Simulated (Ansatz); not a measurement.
**Ta3AsAu2O13 in Ansatz: convergence with k mesh**

Input of the first run (k mesh 1 × 1 × 1); the others differ in this setting and in those tied to it:

File input.yaml:

```yaml
crystal:
  lattice:
    - [5.24237, 3.02668, 4.14273]
    - [-5.24237, 3.02668, 4.14273]
    - [0.0, -6.05337, 4.14273]
  atoms:
    - { symbol: Ta, position: [0.23108, 0.57229, 0.23108] }
    - { symbol: Ta, position: [0.23108, 0.23108, 0.57229] }
    - { symbol: Ta, position: [0.57229, 0.23108, 0.23108] }
    - { symbol: As, position: [0.55878, 0.55878, 0.55878] }
    - { symbol: Au, position: [0.96559, 0.96559, 0.96559] }
    - { symbol: Au, position: [0.75105, 0.75105, 0.75105] }
    - { symbol: O, position: [0.40884, 0.66762, 0.40884] }
    - { symbol: O, position: [0.40884, 0.40884, 0.66762] }
    - { symbol: O, position: [0.66762, 0.40884, 0.40884] }
    - { symbol: O, position: [0.49726, 0.01313, 0.36024] }
    - { symbol: O, position: [0.36024, 0.49726, 0.01313] }
    - { symbol: O, position: [0.01313, 0.36024, 0.49726] }
    - { symbol: O, position: [0.36024, 0.01313, 0.49726] }
    - { symbol: O, position: [0.01313, 0.49726, 0.36024] }
    - { symbol: O, position: [0.49726, 0.36024, 0.01313] }
    - { symbol: O, position: [0.10963, 0.74806, 0.10963] }
    - { symbol: O, position: [0.10963, 0.10963, 0.74806] }
    - { symbol: O, position: [0.74806, 0.10963, 0.10963] }
    - { symbol: O, position: [0.3084, 0.3084, 0.3084] }
hamiltonian:
  xc: pbe
  pseudopotentials: { kind: paw, azcp: { folder: soft_1 } }
kpoints:
  mp_grid: { grid: [1, 1, 1] }
scf:
  occupations: { method: fermi_dirac, width: 0.05 }
output:
  forces: true
  stress: true
  eigenvalues: true
```

Potentials or basis: Ansatz PAW soft_1.

Command:

```sh
$ ansatz run input.yaml --threads 8 --pin off --max-ram 20480MiB --backend cpu --events-out ev --progress --plain --runs-dir out
```

The cell was built by a generator and needn't be a form met in nature.

Hardware: 8 threads of AMD EPYC 9R45 96-Core Processor (Zen 5) (shared host).

| k mesh | energy less the tightest run, at zero smearing (meV/atom) | pressure (GPa) | largest force (eV/Å) | gap on the mesh (eV) | SCF cycles | CPU time (s) | peak memory (GiB) |
| --- | --- | --- | --- | --- | --- | --- | --- |
| 1 × 1 × 1 | 7.28 | 0.01 | 0.542 | 1.148 | 13 | 4.1 | 0.57 |
| 2 × 2 × 2 | 0.07 | -0.06 | 0.021 | 1.070 | 13 | 7.8 | 1.1 |
| 3 × 3 × 3 | -0.02 | -0.06 | 0.019 | 1.105 | 13 | 16 | 1.4 |
| 4 × 4 × 4 | 0.02 | -0.06 | 0.019 | 1.072 | 13 | 29 | 1.8 |
| 5 × 5 × 5 | -0.01 | -0.06 | 0.019 | 1.097 | 13 | 45 | 2 |
| 6 × 6 × 6 | 0.00 | -0.06 | 0.019 | 1.072 | 13 | 69 | 2.3 |

Against the tightest run, the energy stays within 1 meV/atom from 2 × 2 × 2 on; the pressure stays within 0.1 GPa from 1 × 1 × 1 on; the largest force stays within 0.005 eV/Å from 2 × 2 × 2 on. Not settled before the last step: the gap on the mesh (to 0.01 eV). Meshes of other sizes hit other points, so gaps and Fermi surfaces needn't settle smoothly. The tightest run that finished is the yardstick and may itself not be fully converged.

Caveat, for the tightest run too: spin-orbit coupling is left out, which moves the levels of the heavy elements.
